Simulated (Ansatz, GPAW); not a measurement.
LiF: PBE in single-zeta orbitals, run from Python

These are simulated results from GPAW 26.7.0, not measurements. The cell began as a measured structure and was relaxed with r2SCAN in plane waves (Ansatz 0.2.0). All runs are without spin polarisation.

Space group Fm-3m (No. 225), cubic; a = 3.990 Å in the conventional setting, 7.94 Å³ an atom. Around Li lie 6 F at 1.99 Å; around F lie 6 Li at 1.99 Å.

The basis is minimal: single zeta, one radial function for each shell that the log's basis lists. It describes the filled bands fairly and the empty ones poorly.

The script, run.py:

```python
import json
from ase import Atoms
from gpaw import GPAW, PW, FermiDirac

atoms = Atoms(['Li', 'F'],
              cell=[[0.0, 1.99486919, 1.99486919], [1.99486919, 0.0, 1.99486919], [1.99486919, 1.99486919, 0.0]],
              scaled_positions=[[0.0, 0.0, 0.0], [0.5, 0.5, 0.5]],
              pbc=True)
calc = GPAW(mode='lcao', basis='sz(dzp)', h=0.2, xc='PBE', kpts={'size': (8, 8, 8), 'gamma': True},
            occupations=FermiDirac(0.02), maxiter=100, legacy_gpaw=True, txt='gpaw.txt')
atoms.calc = calc
res = {'energy': atoms.get_potential_energy(force_consistent=True)}
res['electrons'] = calc.get_number_of_electrons()
res['k'] = calc.get_ibz_k_points().tolist()
res['levels'] = [calc.get_eigenvalues(kpt=i).tolist() for i in range(len(res['k']))]
points = [[0.0, 0.0, 0.0], [0.5, 0.0, 0.5], [0.625, 0.25, 0.625], [0.375, 0.375, 0.75], [0.5, 0.5, 0.5], [0.5, 0.25, 0.75], [-0.0625, 0.0, 0.0625]]
bands = calc.fixed_density(kpts=points, symmetry='off', txt='bands.txt')
res['points'] = [bands.get_eigenvalues(kpt=i).tolist() for i in range(len(points))]
json.dump(res, open('results.json', 'w'))
print('free energy (eV):', round(res['energy'], 5))
```

Command: `python run.py`. It took 4.8 s on 1 thread of Arm Neoverse V1, on a shared host, peak memory 0.12 GiB.

The log gpaw.txt, trimmed of paths, versions and times, then the last line on the terminal. An iter line gives the energy in eV and the logarithms of the changes of orbitals (plane waves alone) and density (c: converged):

```
___ ___ ___ _ _ _
 |   |   |_  | | | |

 | | | | | . | | | |

 |__ |  _|___|_____|  26.7.0
 |___|_|

Input parameters:
  basis: sz(dzp)
  h: 0.2
  kpts: {gamma: True,
         size: (8, 8, 8)}
  maxiter: 100
  mode: lcao
  occupations: {fixmagmom: False,
                name: fermi-dirac,
                width: 0.02}
  xc: PBE

System changes: positions, numbers, cell, pbc, initial_charges, initial_magmoms

Initialize ...

species:
  Li:
    name:    Lithium
    Z:       3.0
    valence: 1
    core:    2
    charge:  0.0  # [|e|]
    compensation charges:
      type: gauss
      rc: 0.33  # [Å]
      lmax: 2
    cutoffs:
      filter: 1.91  # [Å]
      core: 2.55  # [Å]
    projectors
    | kind |    occ | energy [eV] | rcut [Å] |

    |------|--------|-------------|----------|

    |   2s |  1.000 |      -2.874 |    1.058 |

    |   2p |  0.000 |      -1.090 |    1.058 |

    |    s |        |      24.337 |    1.058 |

    LCAO basis set for Li:
      Name: sz(dzp)
      Number of radial functions: 1
      Number of spherical harmonics: 1
        l=0, rc=10.8906 Bohr: 2s-sz confined orbital
      Number of RI-basis functions 0

  F:
    name:    Fluorine
    Z:       9.0
    valence: 7
    core:    2
    charge:  0.0  # [|e|]
    compensation charges:
      type: gauss
      rc: 0.20  # [Å]
      lmax: 2
    cutoffs:
      filter: 1.14  # [Å]
      core: 0.74  # [Å]
    projectors
    | kind |    occ | energy [eV] | rcut [Å] |

    |------|--------|-------------|----------|

    |   2s |  2.000 |     -29.898 |    0.635 |

    |   2p |  5.000 |     -11.110 |    0.635 |

    |    s |        |      -2.687 |    0.635 |

    |    p |        |      16.102 |    0.635 |

    |    d |        |       0.000 |    0.635 |

    LCAO basis set for F:
      Name: sz(dzp)
      Number of radial functions: 2
      Number of spherical harmonics: 4
        l=0, rc=3.8594 Bohr: 2s-sz confined orbital
        l=1, rc=4.8750 Bohr: 2p-sz confined orbital
      Number of RI-basis functions 0

Reference energy: -2916.868605  # eV

Spin-paired calculation

Convergence criteria:
 Maximum [total energy] change in last 3 cyles: 0.0005 eV / valence electron
 Maximum integral of absolute [dens]ity change: 0.0001 electrons / valence electron
 Maximum integral of absolute [eigenst]ate change: 4e-08 eV^2 / valence electron
 Maximum number of scf [iter]ations: 100
 (Square brackets indicate name in SCF output, whereas a 'c' in
 the SCF output indicates the quantity has converged.)

Symmetries present (total): 48

  ( 1  0  0)  ( 1  0  0)  ( 1  0  0)  ( 1  0  0)  ( 1  0 -1)  ( 1  0 -1)
  ( 1  0 -1)  ( 1 -1  0)  ( 0  1  0)  ( 0  0  1)  ( 1  0  0)  ( 1 -1  0)
  ( 1 -1  0)  ( 1  0 -1)  ( 0  0  1)  ( 0  1  0)  ( 1 -1  0)  ( 1  0  0)

  ( 1  0 -1)  ( 1  0 -1)  ( 1 -1  0)  ( 1 -1  0)  ( 1 -1  0)  ( 1 -1  0)
  ( 0  1 -1)  ( 0  0 -1)  ( 1  0  0)  ( 1  0 -1)  ( 0 -1  1)  ( 0 -1  0)
  ( 0  0 -1)  ( 0  1 -1)  ( 1  0 -1)  ( 1  0  0)  ( 0 -1  0)  ( 0 -1  1)

  ( 0  1  0)  ( 0  1  0)  ( 0  1  0)  ( 0  1  0)  ( 0  1 -1)  ( 0  1 -1)
  ( 1  0  0)  ( 0  1 -1)  ( 0  0  1)  (-1  1  0)  ( 1  0 -1)  ( 0  1  0)
  ( 0  0  1)  (-1  1  0)  ( 1  0  0)  ( 0  1 -1)  ( 0  0 -1)  (-1  1  0)

  ( 0  1 -1)  ( 0  1 -1)  ( 0  0  1)  ( 0  0  1)  ( 0  0  1)  ( 0  0  1)
  ( 0  0 -1)  (-1  1  0)  ( 1  0  0)  ( 0  1  0)  ( 0 -1  1)  (-1  0  1)
  ( 1  0 -1)  ( 0  1  0)  ( 0  1  0)  ( 1  0  0)  (-1  0  1)  ( 0 -1  1)

  ( 0  0 -1)  ( 0  0 -1)  ( 0  0 -1)  ( 0  0 -1)  ( 0 -1  1)  ( 0 -1  1)
  ( 1  0 -1)  ( 0  1 -1)  ( 0 -1  0)  (-1  0  0)  ( 1 -1  0)  ( 0  0  1)
  ( 0  1 -1)  ( 1  0 -1)  (-1  0  0)  ( 0 -1  0)  ( 0 -1  0)  (-1  0  1)

  ( 0 -1  1)  ( 0 -1  1)  ( 0 -1  0)  ( 0 -1  0)  ( 0 -1  0)  ( 0 -1  0)
  ( 0 -1  0)  (-1  0  1)  ( 1 -1  0)  ( 0  0 -1)  ( 0 -1  1)  (-1  0  0)
  ( 1 -1  0)  ( 0  0  1)  ( 0 -1  1)  (-1  0  0)  ( 1 -1  0)  ( 0  0 -1)

  (-1  1  0)  (-1  1  0)  (-1  1  0)  (-1  1  0)  (-1  0  1)  (-1  0  1)
  ( 0  1  0)  ( 0  1 -1)  (-1  0  1)  (-1  0  0)  ( 0  0  1)  ( 0 -1  1)
  ( 0  1 -1)  ( 0  1  0)  (-1  0  0)  (-1  0  1)  ( 0 -1  1)  ( 0  0  1)

  (-1  0  1)  (-1  0  1)  (-1  0  0)  (-1  0  0)  (-1  0  0)  (-1  0  0)
  (-1  1  0)  (-1  0  0)  ( 0  0 -1)  ( 0 -1  0)  (-1  1  0)  (-1  0  1)
  (-1  0  0)  (-1  1  0)  ( 0 -1  0)  ( 0  0 -1)  (-1  0  1)  (-1  1  0)

512 k-points: 8 x 8 x 8 Monkhorst-Pack grid + [1/16,1/16,1/16]
29 k-points in the irreducible part of the Brillouin zone
       k-points in crystal coordinates                weights
   0:     0.00000000    0.00000000    0.00000000          1/512
   1:     0.12500000    0.12500000    0.00000000          6/512
   2:     0.12500000    0.12500000    0.12500000          8/512
   3:     0.25000000    0.12500000    0.12500000         12/512
   4:     0.25000000    0.25000000    0.00000000          6/512
   5:     0.25000000    0.25000000    0.12500000         24/512
   6:     0.25000000    0.25000000    0.25000000          8/512
   7:     0.37500000    0.25000000   -0.37500000         24/512
   8:     0.37500000    0.25000000    0.12500000         24/512
   9:     0.37500000    0.25000000    0.25000000         24/512
          ...
  28:     0.50000000    0.50000000    0.50000000          4/512

Wave functions: LCAO
  Diagonalizer: Serial LAPACK
  Atomic Correction: dense with blas
  Data-type: complex

Occupation numbers: Fermi-Dirac:
  width: 0.0200  # eV

Eigensolver
   LCAO using direct dense diagonalizer

Densities:
  Coarse grid: 12*12*12 grid
  Fine grid: 24*24*24 grid
  Total Charge: 0.000000

Density mixing:
  Method: separate
  Backend: msr1
  Linear mixing parameter: 0.05
  old densities: 10
  Width of damping distribution: 1.1
  Damping of long wavelength oscillations: 20

Hamiltonian:
  XC and Coulomb potentials evaluated on a 24*24*24 grid
  Using the PBE Exchange-Correlation functional
  Interpolation: tri-quintic (5. degree polynomial)
  Poisson solver: FastPoissonSolver using
    Stencil: 12*3+1=37 point O(h^6) finite-difference Laplacian
    FFT axes: [np.int64(0), np.int64(1), np.int64(2)]
    FST axes: []

XC parameters: PBE with 2 nearest neighbor stencil

Memory estimate:
  Process memory now: 108.79 MiB
  Calculator: 4.92 MiB
    Density: 3.55 MiB
      Arrays: 0.34 MiB
      Localized functions: 2.95 MiB
      Mixer: 0.26 MiB
    Hamiltonian: 0.46 MiB
      Arrays: 0.22 MiB
      XC: 0.00 MiB
      Poisson: 0.00 MiB
      vbar: 0.23 MiB
    Wavefunctions: 0.91 MiB
      C [qnM]: 0.01 MiB
      S, T [2 x qmm]: 0.02 MiB
      P [aqMi]: 0.00 MiB
      BasisFunctions: 0.87 MiB
      Eigensolver: 0.00 MiB

Total number of cores used: 1

Number of atoms: 2
Number of atomic orbitals: 5
Number of bands in calculation: 5
Number of valence electrons: 8
Bands to converge: occupied
Positions:
   0 Li     0.000000    0.000000    0.000000    ( 0.0000,  0.0000,  0.0000)
   1 F      1.994869    1.994869    1.994869    ( 0.0000,  0.0000,  0.0000)

Unit cell:
           periodic     x           y           z      points  spacing
  1. axis:    yes    0.000000    1.994869    1.994869    12     0.1920
  2. axis:    yes    1.994869    0.000000    1.994869    12     0.1920
  3. axis:    yes    1.994869    1.994869    0.000000    12     0.1920

  Lengths:   2.821171   2.821171   2.821171
  Angles:   60.000000  60.000000  60.000000

Effective grid spacing dv^(1/3) = 0.2094

iter:   1    -8.123031        c
iter:   2    -7.938816        c -0.98
iter:   3    -6.849889        c -1.02
iter:   4    -6.848470        c -2.16
iter:   5    -6.848682c       c -2.37
iter:   6    -6.848673c       c -3.50
iter:   7    -6.848673c       c -4.68c

Converged after 7 iterations.

Energy contributions relative to reference atoms: (reference = -2916.868605)

Kinetic:        +54.838435
Potential:      -46.947395
External:        +0.000000
XC:             -15.637633
Entropy (-ST):   -0.000000
Local:           +0.897920
SIC:             +0.000000
--------------------------
Free energy:     -6.848673
Extrapolated:    -6.848673

Showing only first 2 kpts
 Kpt  Band  Eigenvalues  Occupancy
  0     2      2.68293    2.00000
  0     3      2.69848    2.00000
  0     4      9.90608    0.00000

  1     2      2.53277    2.00000
  1     3      2.54316    2.00000
  1     4     10.85979    0.00000

Fermi level: 3.43241

Gap: 7.208 eV
Transition (v -> c):
  (s=0, k=0, n=3, [0.00, 0.00, 0.00]) -> (s=0, k=0, n=4, [0.00, 0.00, 0.00])
No difference between direct/indirect transitions

free energy (eV): -6.84867
```

The gap in the log is over the mesh alone; results.json adds the listed points. PBE in single-zeta orbitals gives a gap of 7.21 eV. On the same cell, plane-wave PBE (Ansatz, 10×10×10 k points and the special points) gives a gap of 9.35 eV and r2SCAN a gap of 10.33 eV; on shared hosts these took about 0.94 and 2.1 core-seconds on the 2-atom cell, against 4.8 for the script. Semilocal gaps usually lie below measured ones.
